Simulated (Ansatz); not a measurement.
# TiSb: stress in a strained cell

TiSb is deformed so: equal xx and yy strain of -1 %. What stress and forces result, by LAPW, PAW and all-electron datasets made for the crystal?

Computed with Ansatz 0.2.0 (DFT LDA, scalar-relativistic, unless a step's input says otherwise).

## Step 1: Starting point

Symmetry: P6_3/mmc, No. 194, hexagonal system. Conventional cell: a = 4.103 Å, b = 4.103 Å, c = 6.284 Å, α = 90.00°, β = 90.00°, γ = 120.00°. Ti (site symmetry -3m) is surrounded by 6 Sb at 2.84 Å and 2 Ti at 3.14 Å. Sb (site symmetry -6m2) is surrounded by 6 Ti at 2.84 Å.

Structure file:

```cif
data_structure
_symmetry_space_group_name_H-M 'P6_3/mmc'
_symmetry_Int_Tables_number 194
_cell_length_a 4.1033
_cell_length_b 4.1033
_cell_length_c 6.2836
_cell_angle_alpha 90.000
_cell_angle_beta 90.000
_cell_angle_gamma 120.000
_cell_volume 91.62
loop_
_atom_site_label
_atom_site_type_symbol
_atom_site_symmetry_multiplicity
_atom_site_Wyckoff_symbol
_atom_site_fract_x
_atom_site_fract_y
_atom_site_fract_z
_atom_site_occupancy
Ti1 Ti 2 a 0.00000 0.00000 0.00000 1
Sb1 Sb 2 c 0.33333 0.66667 0.25000 1
```

The file gives the conventional cell by its symmetry; the runs use the cell typed in the input.

Atoms are numbered in the order of the input: Ti1, Ti2, Sb3, Sb4.

## Step 2: After the deformation

Space group P6_3/mmc before, P6_3/mmc after.

## Step 3: Full-potential LAPW

The input, input.yaml:

```yaml
crystal:
  lattice:
    - [4.0622661257, 0.0, 0.0]
    - [-2.0311330629, 3.5180256618, 0.0]
    - [0.0, 0.0, 6.2836]
  atoms:
    - { symbol: Ti, position: [0.0, 0.0, 0.0] }
    - { symbol: Ti, position: [0.0, 0.0, 0.5] }
    - { symbol: Sb, position: [0.3333333333, 0.6666666667, 0.25] }
    - { symbol: Sb, position: [0.6666666667, 0.3333333333, 0.75] }
kpoints:
  mp_grid: { grid: [12, 12, 7] }
  band_path:
    path:
      - [0.0, 0.0, 0.0]
      - [0.5, 0.0, 0.0]
      - [0.3333333333, 0.3333333333, 0.0]
      - [0.0, 0.0, 0.0]
      - [0.0, 0.0, 0.5]
      - [0.5, 0.0, 0.5]
      - [0.3333333333, 0.3333333333, 0.5]
      - [0.0, 0.0, 0.5]
      - [0.5, 0.0, 0.5]
    npoints: 5
scf:
  occupations: { method: fermi_dirac, width: 0.03 }
hamiltonian:
  xc: lda
  pseudopotentials: { kind: all_electron, lapw: { basis_error: 0.001 } }
output:
  forces: true
  stress: true
  eigenvalues: true
```

The run is started by

```
$ ansatz run input.yaml --threads 1 --pin off --max-ram 4096MiB --backend cpu --events-out ev --progress --plain --runs-dir out
```

## Step 4: PAW with frozen cores

The input, input.yaml:

```yaml
crystal:
  lattice:
    - [4.0622661257, 0.0, 0.0]
    - [-2.0311330629, 3.5180256618, 0.0]
    - [0.0, 0.0, 6.2836]
  atoms:
    - { symbol: Ti, position: [0.0, 0.0, 0.0] }
    - { symbol: Ti, position: [0.0, 0.0, 0.5] }
    - { symbol: Sb, position: [0.3333333333, 0.6666666667, 0.25] }
    - { symbol: Sb, position: [0.6666666667, 0.3333333333, 0.75] }
kpoints:
  mp_grid: { grid: [12, 12, 7] }
scf:
  occupations: { method: fermi_dirac, width: 0.03 }
hamiltonian:
  xc: lda
  pseudopotentials: { kind: paw }
output:
  forces: true
  stress: true
  eigenvalues: true
  efg: { contact_densities: true }
```

## Step 5: Datasets made for this crystal

Changes to input.yaml since step 4:

```diff
@@ -16,3 +16,3 @@
   xc: lda
-  pseudopotentials: { kind: paw }
+  pseudopotentials: { kind: all_electron, datasets: crystal }
 output:
```

(Steps that only read results are left out.)

What does the calculation give? Wanted: pressure; largest shear or deviatoric stress.

As calculated:

| quantity | value |
| --- | --- |
| pressure | LAPW -7.13, PAW -7.14, crystal datasets -7.12 GPa |
| largest shear or deviatoric stress (LAPW) | 0.57 GPa |

The largest part of the stress beyond the pressure is 0.57 GPa in size, in the zz component; the atoms are carried along and not relaxed. No run of the undeformed cell stands beside it, so pressure and stress hold what the given cell had before the change, as far as its symmetry allows. PAW: stress within 0.02 GPa of LAPW. Crystal datasets: stress within 0.01 GPa of LAPW. Spin-orbit coupling is left out, though the cell holds Sb; in elements this heavy it can shift bands and gaps by tenths of an eV.
